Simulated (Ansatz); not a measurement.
# C₂H₃BOSe: one species, many methods

Aim: compute C₂H₃BOSe with functionals from several rungs and with coupled cluster, and see how far each lands from CCSD(T) at the basis-set limit for the atomisation energy.

Program: Ansatz 0.2.0, Gaussian basis. Level of theory: functionals in def2-TZVPP, the program's frozen cores in correlated methods. These are calculated values, not measurements.

The runs, in order: PBE-D4, r2SCAN-D4, PBE0-D4, B3LYP-D4, ωB97X-V, ωB97M-V, B2PLYP; CCSD(T)/def2-TZVPP; MP2/def2-QZVPP; extrapolation to the limit.

**1. The relaxed structure**

All runs share one geometry, relaxed beforehand with PBE0-D4 in a triple-zeta def2 set.

SMILES `C=C1OB1[SeH]`, 8 atoms, charge 0, spin multiplicity 1.

Atoms are counted from 1 here; the program's logs count them from 0.

Bond lengths: C1–C2 1.313 Å, C1–H6 1.082 Å, C1–H7 1.083 Å, C2–O3 1.438 Å, C2–B4 1.471 Å, O3–B4 1.361 Å, B4–Se5 1.902 Å, Se5–H8 1.471 Å. Angles: C2–C1–H6 119.4°, C2–C1–H7 121.7°, H6–C1–H7 119.0°, C1–C2–O3 131.0°, C1–C2–B4 173.2°, O3–C2–B4 55.8°, C2–O3–B4 63.3°, C2–B4–O3 60.9°, C2–B4–Se5 158.7°, O3–B4–Se5 140.4°, B4–Se5–H8 93.4°.

**2. PBE-D4 (GGA)**

The input, in.yaml:

```yaml
crystal:
  periodic: [false, false, false]
  atoms:
    - {symbol: C, position_ang: [0.271500, 1.747388, -0.581421]}
    - {symbol: C, position_ang: [0.087946, 0.511934, -0.177145]}
    - {symbol: O, position_ang: [0.993376, -0.427715, 0.427350]}
    - {symbol: B, position_ang: [-0.282803, -0.854216, 0.222295]}
    - {symbol: Se, position_ang: [-1.373354, -2.391054, 0.480497]}
    - {symbol: H, position_ang: [-0.555503, 2.291392, -1.017086]}
    - {symbol: H, position_ang: [1.232764, 2.238482, -0.490154]}
    - {symbol: H, position_ang: [-0.281826, -3.173310, 1.079862]}
basis:
  gaussian: {orbitals: def2-TZVPP}
hamiltonian: {xc: pbe, dispersion: d4}
output: {forces: true, orbitals: {seedname: orbitals}}
```

Run with:

```console
ansatz run in.yaml --threads 4 --pin off --events-out ev --progress --plain --max-ram 10444MiB
```

After this run come: r2SCAN-D4 (meta-GGA); PBE0-D4 (hybrid); B3LYP-D4 (hybrid); ωB97X-V (range-separated); ωB97M-V (range-separated); B2PLYP (double hybrid); CCSD(T) in def2-TZVPP; MP2 in def2-QZVPP.

Before running them: what should the planned runs give, taken together? Wanted: atomisation energy, CCSD(T)/CBS; farthest; mean size of error, hybrid; mean size of error, range-separated; gap, smallest and largest; T1 diagnostic; triples share of the correlation energy.

As calculated:

| quantity | value |
| --- | --- |
| atomisation energy, CCSD(T)/CBS | 3248.7 kJ/mol |
| functionals within 32.5 kJ/mol (1.0 %) | B3LYP-D4, ωB97X-V, ωB97M-V, B2PLYP |
| farthest | PBE-D4 (+157.7 kJ/mol) |
| mean size of error, hybrid | 32.7 kJ/mol |
| mean size of error, range-separated | 16.6 kJ/mol |
| gap, smallest and largest | 4.20 eV (PBE-D4), 10.88 eV (ωB97X-V) |
| T1 diagnostic | 0.0138 |
| triples share of the correlation energy | 4.4 % |

What this shows: PBE-D4 is off by +157.7 kJ/mol. Double hybrids carry the basis error of their MP2 part in triple zeta, and no dispersion term here, so their miss is partly the set-up's. The reference freezes the cores and leaves out relativity and excitations past (T), and its outer-core shells are covered unevenly, so misses under about 32.5 kJ/mol can't be ranked. All levels share the lack of spin-orbit coupling, which lowers the free heavy atoms and so the true binding. Hartree-Fock recovers 70 % of the binding; the rest is correlation. Orbital gaps span 4.2 to 10.9 eV; exact exchange widens them. Correlated methods include outer-core shells of Se, which these sets cover unevenly.
